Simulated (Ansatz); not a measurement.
**C₂H₆SSi: basis-set convergence**

One table from this session's results is given with a row withheld; the runs are named, their logs left out.

Program: Ansatz 0.2.0, Gaussian basis. Level of theory: one geometry, several basis sets. These are calculated values, not measurements.

The runs, in order: PBE0-D4/def2-SVP; ωB97M-V/def2-SVP; PBE0-D4/def2-QZVPP; ωB97M-V/def2-QZVPP; the functionals' def2-TZVPP values are taken from earlier runs.

## The relaxed structure

The geometry comes from an earlier relaxation with PBE0-D4 in a triple-zeta def2 set; it is a stationary point, not always the lowest conformer.

10 atoms, charge 0, spin multiplicity 1.

Atoms are counted from 1 here; the program's logs count them from 0.

Bond lengths: C1–Si2 1.856 Å, C1–H5 1.092 Å, C1–H6 1.091 Å, C1–H7 1.093 Å, Si2–C3 1.839 Å, Si2–S4 2.090 Å, Si2–H8 1.481 Å, C3–S4 1.867 Å, C3–H9 1.086 Å, C3–H10 1.086 Å. Angles: Si2–C1–H5 110.6°, Si2–C1–H6 110.1°, Si2–C1–H7 110.5°, H5–C1–H6 108.4°, H5–C1–H7 108.0°, H6–C1–H7 109.0°, C1–Si2–C3 120.9°, C1–Si2–S4 120.2°, C1–Si2–H8 113.5°, C3–Si2–S4 56.3°, C3–Si2–H8 117.4°, S4–Si2–H8 117.0°, Si2–C3–S4 68.7°, Si2–C3–H9 120.5°, Si2–C3–H10 120.0°, S4–C3–H9 112.9°, S4–C3–H10 112.8°, H9–C3–H10 113.2° and more.

The first run:

in.yaml reads:

```yaml
crystal:
  periodic: [false, false, false]
  atoms:
    - {symbol: C, position_ang: [-0.878544, 1.303846, 0.072526]}
    - {symbol: Si, position_ang: [0.201683, -0.038835, -0.616047]}
    - {symbol: C, position_ang: [0.924348, -1.326128, 0.480140]}
    - {symbol: S, position_ang: [-0.441929, -2.026801, -0.581934]}
    - {symbol: H, position_ang: [-1.609220, 1.629290, -0.671429]}
    - {symbol: H, position_ang: [-1.416926, 0.940521, 0.949395]}
    - {symbol: H, position_ang: [-0.277440, 2.170991, 0.358868]}
    - {symbol: H, position_ang: [1.002983, 0.389621, -1.786004]}
    - {symbol: H, position_ang: [1.895808, -1.757416, 0.258390]}
    - {symbol: H, position_ang: [0.682335, -1.336189, 1.539094]}
basis:
  gaussian: {orbitals: def2-SVP}
hamiltonian: {xc: pbe0, dispersion: d4}
output: {orbitals: {seedname: orbitals}}
```

Launch:

```bash
> ansatz run in.yaml --threads 2 --pin off --events-out ev --progress --plain --max-ram 4352MiB
```

Among the steps run: PBE0-D4 in def2-SVP; ωB97M-V in def2-SVP; PBE0-D4 in def2-QZVPP; ωB97M-V in def2-QZVPP.

One of the session's tables, all rows but one given; the rest of the session is left out.

It belongs to the step «Density functionals: the series». 

| functional | basis | HOMO (eV) | LUMO (eV) |
| --- | --- | --- | --- |
| PBE0-D4 | def2-SVP | -6.67 | 0.53 |
| PBE0-D4 | def2-TZVPP | -6.77 | 0.21 |
| PBE0-D4 | def2-QZVPP | -6.79 | 0.05 |
| ωB97M-V | def2-SVP | ? | ? |
| ωB97M-V | def2-TZVPP | -8.94 | 1.93 |
| ωB97M-V | def2-QZVPP | -8.98 | 1.44 |

Estimate the missing values for ωB97M-V, def2-SVP.

As computed: HOMO (eV): -8.82; LUMO (eV): 2.48. In the column «HOMO (eV)» it lies between ωB97M-V, def2-TZVPP (-8.94) and PBE0-D4, def2-QZVPP (-6.79).
